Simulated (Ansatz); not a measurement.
# NaTi3: the cost of one run

Program: Ansatz 0.2.0. Level of theory: DFT PBE, scalar-relativistic, plane waves, PAW. These are calculated values, not measurements.

## (1) The starting structure

The structure is cubic, space group Pm-3m (No. 221). The conventional cell has a = 3.976 Å, b = 3.976 Å, c = 3.976 Å, α = 90.00°, β = 90.00°, γ = 90.00°. Na (site symmetry m-3m) is surrounded by 12 Ti at 2.81 Å. Ti (site symmetry 4/mmm) is surrounded by 4 Na at 2.81 Å and 8 Ti at 2.81 Å.

Structure file:

```
Na Ti
1.0
     3.97584    0.00000    0.00000
     0.00000    3.97584    0.00000
     0.00000    0.00000    3.97584
Na Ti
1 3
Cartesian
  0.0000 0.0000 0.0000
  0.0000 1.9879 1.9879
  1.9879 0.0000 1.9879
  1.9879 1.9879 0.0000
```

(A quick probe on a coarse mesh, which set the mesh and smearing, is not shown.)

## (3) Rough relaxation on the coarse mesh

Input file input.yaml:

```yaml
crystal:
  lattice:
    - [3.9758424705, 0.0, 0.0]
    - [0.0, 3.9758424705, 0.0]
    - [0.0, 0.0, 3.9758424705]
  atoms:
    - { symbol: Na, position: [0.0, 0.0, 0.0] }
    - { symbol: Ti, position: [0.0, 0.5, 0.5] }
    - { symbol: Ti, position: [0.5, 0.0, 0.5] }
    - { symbol: Ti, position: [0.5, 0.5, 0.0] }
basis:
  ecutwfc: 420
kpoints:
  mp_grid: { grid: [4, 4, 4] }
hamiltonian:
  xc: pbe
scf:
  occupations: { method: gaussian, width: 0.1 }
  lower_state_search: "off"
output:
  forces: true
  stress: true
  eigenvalues: true
relax:
  adjacent_minimum: "off"
  f_tol: 0.04
  max_steps: 70
  cell: { stress_tol: 0.4 }
```

On the command line:

```bash
$ ansatz run input.yaml --threads 1 --pin off --max-ram 2560MiB --backend cpu --events-out ev --progress --plain --runs-dir out
```

**Question.** How long does this run take on 1 thread of AMD EPYC 7B13 (Zen 3), shared host, and how much memory does it need?

About 5.1 s, with a peak of 0.39 GiB.
